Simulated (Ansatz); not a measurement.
# SnSe5: the cost of one run

Program: Ansatz 0.2.0. Level of theory: DFT PBE, scalar-relativistic, plane waves, PAW. These are calculated values, not measurements.

2 further runs of the same task are left out: 1 that didn't finish, 1 set aside as unsound or not needed.

## Step 1: The structure to begin with

The structure is hexagonal, space group P-6m2 (No. 187). Conventional cell: a = 3.647 Å, b = 3.647 Å, c = 18.431 Å, α = 90.00°, β = 90.00°, γ = 120.00°. Around Sn (site symmetry -6m2) lie 6 Sn at 3.65 Å and 6 Se at 3.70 Å. Around Se (site symmetry 3m) lie 9 Se at 3.65 to 3.74 Å and 3 Sn at 3.70 Å. Around Se (site symmetry 3m) lie 12 Se at 3.65 to 3.74 Å. Se (site symmetry -6m2) has 12 Se at 3.65 to 3.73 Å in its first shell of neighbours.

Structure file:

```xyz
6
Lattice="3.6473 0.0000 0.0000 -1.8237 3.1587 0.0000 0.0000 0.0000 18.4311" Properties=species:S:1:pos:R:3 pbc="T T T"
Sn    0.0000    0.0000    0.0000
Se    1.8237    1.0529   15.3891
Se    0.0000    0.0000   12.2995
Se    1.8237    1.0529    9.2155
Se    0.0000    0.0000    6.1316
Se    1.8237    1.0529    3.0420
```

A structure generator made this guess: species swapped into a database cell of Mg5Cd (P-6m2, No. 187), with Se on the Mg sites and Sn on the Cd sites. Lengths come from tabulated atomic sizes and are only a guess.

## Step 2: The guess as it stands, on a coarse mesh

input.yaml reads:

```yaml
crystal:
  lattice:
    - [3.64734302, 0.0, 0.0]
    - [-1.82367151, 3.15869171, 0.0]
    - [0.0, 0.0, 18.43108435]
  atoms:
    - { symbol: Sn, position: [0.0, 0.0, 0.0] }
    - { symbol: Se, position: [0.66666667, 0.33333333, 0.834952] }
    - { symbol: Se, position: [0.0, 0.0, 0.66732103] }
    - { symbol: Se, position: [0.66666667, 0.33333333, 0.5] }
    - { symbol: Se, position: [0.0, 0.0, 0.33267897] }
    - { symbol: Se, position: [0.66666667, 0.33333333, 0.165048] }
basis:
  ecutwfc: 420
kpoints:
  mp_grid: { grid: [6, 6, 1] }
hamiltonian:
  xc: pbe
scf:
  occupations: { method: gaussian, width: 0.1 }
  lower_state_search: "off"
output:
  forces: true
  stress: true
  eigenvalues: true
```

The run is started by

```
ansatz run input.yaml --threads 1 --pin off --max-ram 2560MiB --backend cpu --events-out ev --progress --plain --runs-dir out
```

What time and memory should one allow on 1 thread of Intel Xeon Platinum 8488C (Sapphire Rapids), shared host?

About 4.8 s, with a peak of 0.49 GiB.
